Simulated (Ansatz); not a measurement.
# NaLaMnMoO6 (I-4) in Ansatz: relaxation of cell and atoms with RPBE

Aim: the relaxation of cell and atoms of NaLaMnMoO6 with RPBE.

Program: Ansatz 0.2.0. These are calculated values, not measurements. Logs are shortened: lines on timing, memory, paths and dates and some standing lists are left out, and cuts for length are marked.

## (1) The crystal as given

It takes space group I-4 (No. 82, tetragonal). The conventional cell has a = 5.446 Å, b = 5.446 Å, c = 7.798 Å, α = 90.00°, β = 90.00°, γ = 90.00°. Na (site symmetry -4) has 8 O at 2.51 to 2.72 Å as nearest neighbours. Around La (site symmetry -4) lie 8 O at 2.51 to 2.72 Å. Mn (site symmetry -4) is surrounded by 6 O at 1.93 to 1.94 Å. Mo (site symmetry -4) has 6 O at 1.96 to 1.97 Å as nearest neighbours. O (site symmetry 1) is surrounded by 1 Mn at 1.94 Å and 1 Mo at 1.97 Å. O (site symmetry 2) has 1 Mn at 1.93 Å and 1 Mo at 1.96 Å as nearest neighbours.

The cell was built by a generator and needn't be a form met in nature.

## (2) Relaxation of cell and atoms, RPBE, collinear spin, ferromagnetic start

input.yaml

```yaml
crystal:
  lattice:
    - [-2.72294, 2.72294, 3.89889]
    - [2.72294, -2.72294, 3.89889]
    - [2.72294, 2.72294, -3.89889]
  atoms:
    - { symbol: Na, position: [0.25, 0.75, 0.5] }
    - { symbol: La, position: [0.75, 0.25, 0.5] }
    - { symbol: Mn, position: [0.5, 0.5, 0.0], spin: 4.0 }
    - { symbol: Mo, position: [0.0, 0.0, 0.0], spin: 1.0 }
    - { symbol: O, position: [0.20766, 0.29607, 0.50371] }
    - { symbol: O, position: [0.29605, 0.79234, 0.08841] }
    - { symbol: O, position: [0.79236, 0.70395, 0.49629] }
    - { symbol: O, position: [0.70393, 0.20764, 0.91159] }
    - { symbol: O, position: [0.25194, 0.25194, 0.0] }
    - { symbol: O, position: [0.74806, 0.74806, 0.0] }
hamiltonian:
  xc: rpbe
  pseudopotentials: { kind: paw }
magnetization:
  spin_polarized: true
kpoints:
  mp_grid: { grid: [5, 5, 5] }
scf:
  occupations: { method: fermi_dirac, width: 0.05 }
output:
  forces: true
  stress: true
  eigenvalues: true
  write_density: true
  write_potential: true
  elf: true
  volumetric_format: npy
relax:
  f_tol: 0.01
  max_steps: 40
  cell: { stress_tol: 0.05 }
```

Potentials or basis: Ansatz PAW.

The run is started by

```
$ ansatz run input.yaml --threads 8 --pin off --max-ram 20480MiB --backend cpu --events-out ev --progress --plain --runs-dir out
```

What it wrote:

```text
Warning: RAYON_NUM_THREADS=8 ignored (pool sized by the plan → 8); use --threads N
Engine: ansatz 0.2.0, aarch64-unknown-linux-gnu
Pseudopotentials: kind: paw
Pseudopotential: Na, paw, valence charge 9, recommended cutoff 420 eV (normal), Na.paw.azcp
Pseudopotential: La, paw, valence charge 11, recommended cutoff 420 eV (normal), La.paw.azcp
Pseudopotential: Mn, paw, valence charge 15, recommended cutoff 420 eV (normal), Mn.paw.azcp
Pseudopotential: Mo, paw, valence charge 14, recommended cutoff 420 eV (normal), Mo.paw.azcp
Pseudopotential: O, paw, valence charge 6, recommended cutoff 420 eV (normal), O.paw.azcp
Functional definition: RPBE
  parameter kappa = 0.804
  parameter beta = 0.06672455060314922
  exchange = rpbe_x(kappa = kappa, mu = beta*pi^2/3)
  correlation = pbe_c(beta = beta)
Crystal: 10 atoms, lattice volume = 115.632 Å³
Basis set: ecut = 420 eV, 2245 PW (Γ), exchange–correlation on 80×80×80 points (8 copies of the dense FFT grid, shifted against one another)
Bands: 55, of which v1, the nominal top of the filled ones, is band 43 counted from 1 (42 counted from 0)
Symmetry: 4 space group operations
Space group: I-4 (ITA 82), of the structure as read, at distance tolerance 4.9e-5 Å
Magnetic group: BNS 82.39 (UNI 699), of the structure as read, at distance tolerance 4.9e-5 Å
k-points: 21 of 125 (time reversal used)
Non-local potential: Na, projectors of the file, l = 0: 3, l = 1: 2, l = 2: 1
Non-local potential: La, projectors of the file, l = 0: 3, l = 1: 2, l = 2: 2, l = 3: 3
Non-local potential: Mn, projectors of the file, l = 0: 3, l = 1: 2, l = 2: 3, l = 3: 1
Non-local potential: Mo, projectors of the file, l = 0: 3, l = 1: 2, l = 2: 2, l = 3: 1
Non-local potential: O, projectors of the file, l = 0: 2, l = 1: 2, l = 2: 1
PAW form: soft (Blöchl's): semilocal exchange-correlation on the pseudo side does not see the compensation charge
PAW frozen core: Na, regenerated for the run's functional, and the local potential with it (the file was generated under x = pbe(κ = 0.804, μ = 0.2195149727645171), c = pbe(β = 0.06672455060314922))
PAW frozen core: La, regenerated for the run's functional, and the local potential with it (the file was generated under x = pbe(κ = 0.804, μ = 0.2195149727645171), c = pbe(β = 0.06672455060314922))
PAW frozen core: Mn, regenerated for the run's functional, and the local potential with it (the file was generated under x = pbe(κ = 0.804, μ = 0.2195149727645171), c = pbe(β = 0.06672455060314922))
PAW frozen core: Mo, regenerated for the run's functional, and the local potential with it (the file was generated under x = pbe(κ = 0.804, μ = 0.2195149727645171), c = pbe(β = 0.06672455060314922))
PAW frozen core: O, regenerated for the run's functional, and the local potential with it (the file was generated under x = pbe(κ = 0.804, μ = 0.2195149727645171), c = pbe(β = 0.06672455060314922))
PAW one-centre angular grid: Na, 110 points (default); XC on 64 Gauss nodes
PAW one-centre angular grid: La, 590 points (default); XC on 64 Gauss nodes
PAW one-centre angular grid: Mn, 590 points (default); XC on 64 Gauss nodes
PAW one-centre angular grid: Mo, 590 points (default); XC on 64 Gauss nodes
PAW one-centre angular grid: O, 110 points (default); XC on 64 Gauss nodes
Initial density: superposition of atomic densities (chi_scale 0.1, normalization cell, long waves kept (reshape's long-wave potential 0.00 eV rms))
Starting moments: Σ|m| = 5 μB on 2 of 10 sites
Initial wavefunctions: pseudopotential atomic-orbital guess
Functional: x = rpbe, c = pbe(β = 0.06672455060314922)
SCF iter   1: F=—  HF=-20037.235928 eV  |F-HF|=—  |Δ(HF+E_count)|=         —  Δρ=8.22e-2 (↑8.22e-2 ↓5.09e-2)  dr2=3.56e1  dr2_m=4.62e-1  M=4.249 μB ∫|m|=4.345 μB  β_m=0.30  ethr=3.10e-3  ⟨swp⟩=5.9  Hψ=7770  notcnv=0
Mixer restart at iter 1: flushing history
preconditioner: auto → Kerker (q_TF=auto, 2.592 Å⁻¹)  [metal: Δε(μ)=0.025 eV  Ē_g=11.432 eV  σ=0.050 eV  W_gap=0.13  n_scr=26 (ndim 8)  ℏωp=27.8 eV  f_vac=0.000  D(μ)=5.87/eV (n_scr^D=58)]
spin=Collinear: Kerker preconditioning applied to the charge; magnetization (m = ρ↑ − ρ↓) channel mixes plain (no charge-response kernel on spin).
SCF iter   2: F=—  HF=-20038.212008 eV  |F-HF|=—  |Δ(HF+E_count)|=   9.76e-1  Δρ=4.39e-2 (↑4.39e-2 ↓3.14e-2)  dr2=1.27e1  dr2_m=1.03e-1  M=4.077 μB ∫|m|=4.181 μB  β_m=0.46  ethr=3.10e-3  ⟨swp⟩=3.0  Hψ=5170  notcnv=0  defer=21
SCF iter   3: F=—  HF=-20037.422263 eV  |F-HF|=—  |Δ(HF+E_count)|=   7.90e-1  Δρ=2.35e-2 (↑2.35e-2 ↓1.53e-2)  dr2=1.22e0  dr2_m=1.93e-1  M=3.542 μB ∫|m|=3.848 μB  β_m=0.57  ethr=3.10e-3  ⟨swp⟩=3.5  Hψ=5271  notcnv=0  defer=22
SCF iter   4: F=—  HF=-20037.390700 eV  |F-HF|=—  |Δ(HF+E_count)|=   3.16e-2  Δρ=1.19e-2 (↑1.19e-2 ↓1.03e-2)  dr2=1.88e-1  dr2_m=8.64e-2  M=3.261 μB ∫|m|=3.771 μB  β_m=0.76  ethr=1.44e-3  ⟨swp⟩=3.0  Hψ=4520  notcnv=0  defer=24
[... 335 lines left out ...]
SCF converged after 10 iterations
Magnetization: 3.6777 μB (44.3389 up, 40.6611 down)
Absolute magnetization: 4.3391 μB (∫|ρ↑−ρ↓|, with the PAW one-centre terms)
Spin contamination: 0.3488 ħ² per cell (⟨S²⟩ above its minimum at these occupations)
Per-site moments (μB) at R_I (Å): [(-0.000942247324804508, 1.0758871201262283), (-0.00390857212470968, 1.0442969900692771), (3.2261646182105834, 0.8148438429601254), (-0.13900541123041096, 0.8070303696898955), (0.021469705939152636, 0.8111786773043831), (0.02146970593915234, 0.811178677304383), (0.02146970593915266, 0.8111786773043829), (0.021469705939152556, 0.8111786773043828), (0.05482230034752601, 0.8070303696898955), (0.054822300347525894, 0.8070303696898955)]
Free energy (F): -20038.023903 eV
Harris-Foulkes:  -20038.023903 eV  (|F-HF|=3.64e-12)
Internal energy: -20038.005393 eV  (E = F + TS)
E sigma→0 (E₀):  -20038.014648 eV
Entropy (-TS):   -0.018510 eV (-1.851 meV/atom)
Fermi energy:    11.490596 eV
--- Per-component energies (eV) ---
  E_band       = -642.517859
  E_kinetic    = 2099.767714
  E_local      = -6903.001617  (includes V_loc(G=0)·N_el)
  E_nonlocal   = 877.396108
  E_hartree    = 2586.645325
  E_xc         = -919.827453
  E_vxc        = -1135.822202  (∫ρ·V_xc dr)
  E_paw        = -11160.828620  (= ΣΔE_a)
  E_vpaw       = -754.162862  (= ΣTr[D̂ρ^β])
  E_aug_tail   = 0.014372  (compensation charges beyond the density's cutoff)
  E_ewald      = -6617.823856
  E_core_change = -0.347365  (= ΣΔE_core)
  E_smearing   = -0.018510  (= −TS)
  E_closure    = 0.000000  (closes the sum)
  Σ components = -20038.023903   (vs F -20038.023903, Δ=0.00e0)
--- Forces (eV/Å), atoms counted from 1 ---
  atom   1  Na     0.00000000     0.00000000     0.00000000
  atom   2  La     0.00000000     0.00000000     0.00000000
  atom   3  Mn     0.00000000     0.00000000     0.00000000
  atom   4  Mo     0.00000000     0.00000000     0.00000000
  atom   5  O      0.00016440     0.00107076    -0.00011464
  atom   6  O     -0.00107076     0.00016440     0.00011464
  atom   7  O     -0.00016440    -0.00107076    -0.00011464
  atom   8  O      0.00107076    -0.00016440     0.00011464
  atom   9  O     -0.00000000    -0.00000000    -0.00052626
  atom  10  O      0.00000000     0.00000000     0.00052626
  max |Σ_I F_I| component: 5.46e-17 eV/Å
--- Stress (GPa, compression-positive) ---
       -0.003325      -0.000000       0.000000
        0.000000      -0.003325       0.000000
        0.000000       0.000000       0.047870
  P = ⅓ Tr σ = 0.0137 GPa (0.137 kbar)
--- Band table (eV; the first three rows and the last of 42) ---
  k-point 0 ↑: bands = ["-70.5225", "-51.7361", "-40.5912", "-39.2492", "-39.2492", "-39.0662", "-25.8495", "-25.8364", "-25.8364", "-21.3335", "-12.3559", "-12.3559", "-12.3190", "-8.2133", "-7.8203", "-7.3500", "-7.1268", "-7.1268", "-6.8316", "-5.0745", "-5.0745", "-4.7439", "4.2650", "4.3115", "4.8389", "4.9180", "5.4042", "5.4042", "6.4532", "6.4532", "6.4559", "7.6137", "7.9515", "7.9515", "8.2848", "8.2848", "8.4274", "8.6797", "8.7295", "8.8680", "8.8680", "9.3464", "9.3464", "10.1791", "10.5332", "12.2517", "12.2517", "12.6104", "13.5767", "13.5861", "13.5861", "13.6279", "13.6964", "13.8410", "13.8410"]
  k-point 1 ↑: bands = ["-70.5225", "-51.7361", "-40.5912", "-39.2492", "-39.2492", "-39.0662", "-25.8496", "-25.8370", "-25.8366", "-21.3301", "-12.3578", "-12.3570", "-12.3194", "-8.1762", "-7.8086", "-7.4296", "-7.3127", "-7.1529", "-6.9367", "-4.8679", "-4.8463", "-4.6130", "4.1854", "4.7510", "4.9992", "5.0800", "5.2910", "5.5794", "5.7818", "6.3775", "6.4644", "7.1104", "7.3899", "7.5174", "7.8317", "8.2242", "8.2577", "8.4568", "8.6716", "8.8081", "9.2475", "9.5147", "9.6206", "10.1877", "11.3675", "12.1706", "12.2240", "12.5711", "13.5136", "13.5350", "13.5825", "13.6310", "13.6537", "13.7500", "13.7784"]
  k-point 2 ↑: bands = ["-70.5225", "-51.7361", "-40.5912", "-39.2492", "-39.2492", "-39.0662", "-25.8497", "-25.8379", "-25.8369", "-21.3247", "-12.3618", "-12.3588", "-12.3201", "-8.2262", "-7.8080", "-7.6151", "-7.3388", "-7.1629", "-7.1023", "-4.5559", "-4.4962", "-4.4205", "3.8074", "4.4459", "4.7619", "5.0010", "5.6749", "5.9318", "6.3609", "6.5045", "6.7617", "6.8478", "6.9358", "7.0258", "7.0951", "7.7997", "7.9888", "8.2456", "8.4596", "8.5936", "9.2403", "9.7770", "9.8547", "10.1701", "11.8363", "12.0803", "12.3984", "12.4717", "13.4579", "13.4637", "13.5779", "13.5908", "13.6080", "13.6701", "13.7220"]
  k-point 20 ↓: bands = ["-66.4597", "-51.9004", "-40.5919", "-35.4295", "-35.4295", "-34.7046", "-26.0738", "-25.9935", "-25.9931", "-21.3297", "-12.3592", "-12.3579", "-12.3241", "-8.4084", "-7.6152", "-7.4851", "-7.1922", "-7.1566", "-6.7823", "-4.8244", "-4.6532", "-4.3524", "4.2335", "4.6342", "4.7752", "5.4493", "5.5909", "5.7220", "6.2588", "6.4829", "6.8667", "7.2614", "7.4609", "7.7214", "7.8612", "8.0544", "8.1885", "8.2846", "8.6670", "8.8117", "11.3184", "12.1183", "12.1604", "12.9484", "13.0774", "13.1006", "13.5062", "13.5358", "13.5607", "13.5823", "13.6203", "13.7033", "13.7106", "13.7952", "13.8302"]
--- Relaxed structure (15 steps of the walk, 12 accepted, 2 SCFs on fresh bases) ---
  F+E_penalty+E_count = -20038.02390274 eV   max|allowed force component| = 1.071e-3 eV/Å   (the final SCF, on the basis selected at the relaxed cell)
  cell:  # Å, volume = 123.8263 Å³
    - [-2.7181822974798373, 2.7181822974798373, 4.1898251043526855]
    - [2.7181822974798373, -2.7181822974798373, 4.1898251043526855]
    - [2.7181822974798373, 2.7181822974798373, -4.1898251043526855]
  atoms:
    - { symbol: Na, position: [0.24999999999999997, 0.7500000000000001, 0.5000000000000001] }
    - { symbol: La, position: [0.7500000000000001, 0.24999999999999997, 0.5000000000000001] }
    - { symbol: Mn, position: [0.5, 0.5, 2.0456156438056345e-19] }
    - { symbol: Mo, position: [1.4003181384123986e-19, 8.677612676405986e-20, 2.04561564380569e-19] }
    - { symbol: O, position: [0.18738611186473772, 0.3002175052681155, 0.4988148997001016] }
    - { symbol: O, position: [0.3114287878353638, 0.8126138881352623, 0.11283139340337778] }
    - { symbol: O, position: [0.8014026055680139, 0.6885712121646362, 0.5011851002998985] }
    - { symbol: O, position: [0.6997824947318846, 0.19859739443198604, 0.8871686065966223] }
    - { symbol: O, position: [0.23347481232830067, 0.23347481232830067, 2.04561564380568e-19] }
    - { symbol: O, position: [0.7665251876716993, 0.7665251876716993, 2.0456156438055868e-19] }
```

It took 2.3 min on 8 threads of Arm Neoverse V1, shared host; peak memory 0.85 GiB.

What came out:

```yaml
Free_energy: -20038.0239 eV
Relaxed_volume: 12.38 Å³/atom
Relaxed_cell: a = 5.686 Å, b = 5.686 Å, c = 5.686 Å, α = 122.89°, β = 122.89°, γ = 85.07°
Space_group_after_relaxing_to_0.05_Å: I-4 (No. 82)
Energy_gained_by_relaxing: 20.4 meV/atom
Ionic_steps: 14
Pressure_after_relaxing: 0.0 GPa
Band_gap_on_the_k_mesh: none (metal or under the smearing width)
Net_moment: 3.68 μB per cell
Absolute_moment: 4.34 μB per cell
Site_moments: Na -0.00; La -0.00; Mn +3.23; Mo -0.14; O +0.02, +0.05 μB
```

The path:
```csv
step,energy change (eV),largest force (eV/Å),volume (Å³)
1,0.0000,0.1934,115.63
2,-0.0570,0.4772,118.62
3,-0.0929,0.3428,120.74
4,-0.1103,0.1557,121.43
5,-0.1218,0.1101,122.05
6,-0.1331,0.1256,122.75
7,-0.1469,0.0757,123.27
8,-0.1485,0.0723,123.17
9,-0.1498,0.0049,123.11
10,-0.1995,0.0052,123.11
11,-0.1954,0.0276,124.69
12,-0.2011,0.0171,123.75
13,-0.2010,0.0011,123.83
14,-0.2036,0.0011,123.83
```

Final structure:
```
Na La Mn Mo O
1.0
    -2.71818    2.71818    4.18983
     2.71818   -2.71818    4.18983
     2.71818    2.71818   -4.18983
Na La Mn Mo O
1 1 1 1 6
Direct
  0.25000 0.75000 0.50000
  0.75000 0.25000 0.50000
  0.50000 0.50000 0.00000
  0.00000 0.00000 0.00000
  0.18739 0.30022 0.49881
  0.31143 0.81261 0.11283
  0.80140 0.68857 0.50119
  0.69978 0.19860 0.88717
  0.23347 0.23347 0.00000
  0.76653 0.76653 0.00000
```

Levels at points of the mesh, in eV from the Fermi level:
Spin up:
| k point | band 42 | band 43 | band 44 | band 45 | band 46 | band 47 |
| --- | --- | --- | --- | --- | --- | --- |
| (0.00, 0.00, 0.00) | -2.14 | -2.14 | -1.31 | -0.96 | 0.76 | 0.76 |
Spin down:
```csv
k point,band 37,band 38,band 39,band 40,band 41,band 42,band 43,band 44,band 45,band 46
"(0.00, 0.00, 0.00)",-2.90,-2.71,-2.40,-2.40,-0.53,-0.31,-0.31,1.25,1.76,1.85
```

Caveat: the plane-wave basis is chosen anew once the cell has moved, so the energies of steps on either side of that aren't comparable; the pressure holds a Pulay correction of +0.5 GPa for the finite cutoff; a cell with one magnetic atom can't hold antiferromagnetic order, which such compounds often take; semilocal functionals often make such compounds metallic where correlation or magnetic order opens a gap, which also shifts bond lengths; the PAW data sets come from PBE, with cores solved anew for the run's functional, which leaves a small shift of forces and pressure; the starting moments weren't kept. With open d or f shells a metallic result of RPBE can be an artefact of self-interaction; +U or a hybrid may open a gap.
